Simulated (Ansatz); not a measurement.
# C4H7InO: geometry optimisation

Aim: relax C4H7InO at this level.

Computed with Ansatz 0.2.0. Level: RKS PBE-D4/def2-SVP.

## 1. The starting structure

SMILES `C#C[C](C)(O)[InH2]`, 13 atoms, charge 0, spin multiplicity 1.

Atoms are counted from 1 here; the program's logs count them from 0.

Bond lengths: C1–C2 1.229 Å, C1–H7 1.081 Å, C2–C3 1.437 Å, C3–C4 1.519 Å, C3–O5 1.485 Å, C3–In6 2.235 Å, C4–H8 1.108 Å, C4–H9 1.108 Å, C4–H10 1.112 Å, O5–H11 0.978 Å, In6–H12 1.744 Å, In6–H13 1.740 Å. Angles: C2–C1–H7 178.6°, C1–C2–C3 178.6°, C2–C3–C4 115.3°, C2–C3–O5 111.6°, C2–C3–In6 113.7°, C4–C3–O5 109.4°, C4–C3–In6 118.7°, O5–C3–In6 83.6°, C3–C4–H8 110.1°, C3–C4–H9 110.9°, C3–C4–H10 110.8°, H8–C4–H9 108.2°, H8–C4–H10 108.4°, H9–C4–H10 108.3°, C3–O5–H11 106.8°, C3–In6–H12 115.2°, C3–In6–H13 115.2°, H12–In6–H13 127.9°.

Geometry (Å):

```
C    -2.16240    0.30637    1.39820
C    -1.13246    0.08471    0.76605
C     0.08965   -0.15415    0.04879
C     0.29526   -1.58188   -0.42858
O     1.27603    0.27917    0.83063
In    0.68094    1.52520   -1.30302
H    -3.07646    0.51807    1.93436
H    -0.53845   -1.88569   -1.09188
H     1.24165   -1.67700   -0.99659
H     0.33247   -2.28465    0.43295
H     0.94288    0.62613    1.68244
H     1.93877    1.14570   -2.45015
H     0.11209    3.09803   -0.82317
```

## 2. Relaxation

Input file input.yaml:

```yaml
crystal:
  periodic: [false, false, false]
  atoms:
    - { symbol: C, position_ang: [-2.162398, 0.306366, 1.398197] }
    - { symbol: C, position_ang: [-1.132464, 0.084714, 0.766049] }
    - { symbol: C, position_ang: [0.089649, -0.154155, 0.048785] }
    - { symbol: C, position_ang: [0.295264, -1.581885, -0.428582] }
    - { symbol: O, position_ang: [1.276034, 0.279169, 0.830629] }
    - { symbol: In, position_ang: [0.680938, 1.525196, -1.303022] }
    - { symbol: H, position_ang: [-3.07646, 0.518068, 1.934361] }
    - { symbol: H, position_ang: [-0.538447, -1.885692, -1.091885] }
    - { symbol: H, position_ang: [1.241654, -1.677002, -0.99659] }
    - { symbol: H, position_ang: [0.332472, -2.284647, 0.43295] }
    - { symbol: H, position_ang: [0.942875, 0.62613, 1.682436] }
    - { symbol: H, position_ang: [1.938775, 1.145704, -2.450146] }
    - { symbol: H, position_ang: [0.112086, 3.098034, -0.823174] }
basis:
  gaussian: { orbitals: def2-SVP }
hamiltonian:
  xc: pbe
  dispersion: d4
output:
  forces: true
relax:
  f_tol: 0.003
  max_steps: 120
```

Command:

```
$ ansatz run input.yaml --threads 1 --pin off --max-ram 2560MiB --backend cpu --events-out ev --progress --plain --runs-dir out
```

What does the calculation give? Wanted: energy gained; root mean square move; dipole moment.

**Answer**, as computed:

| quantity | value |
| --- | --- |
| energy gained | 0.0002 eV |
| root mean square move | 0.013 Å |
| dipole moment | 0.99 D |

In words: Bond lengths: C1–C2 1.229 Å, C1–H7 1.081 Å, C2–C3 1.437 Å, C3–C4 1.519 Å, C3–O5 1.485 Å, C3–In6 2.234 Å, C4–H8 1.108 Å, C4–H9 1.108 Å, C4–H10 1.112 Å, O5–H11 0.979 Å, In6–H12 1.744 Å, In6–H13 1.740 Å. Angles: C2–C1–H7 178.7°, C1–C2–C3 178.8°, C2–C3–C4 115.3°, C2–C3–O5 111.7°, C2–C3–In6 113.8°, C4–C3–O5 109.1°, C4–C3–In6 118.4°, O5–C3–In6 83.9°, C3–C4–H8 110.1°, C3–C4–H9 110.9°, C3–C4–H10 110.8°, H8–C4–H9 108.2°, H8–C4–H10 108.4°, H9–C4–H10 108.3°, C3–O5–H11 106.8°, C3–In6–H12 115.3°, C3–In6–H13 115.2°, H12–In6–H13 127.8°. No frequencies were computed here.
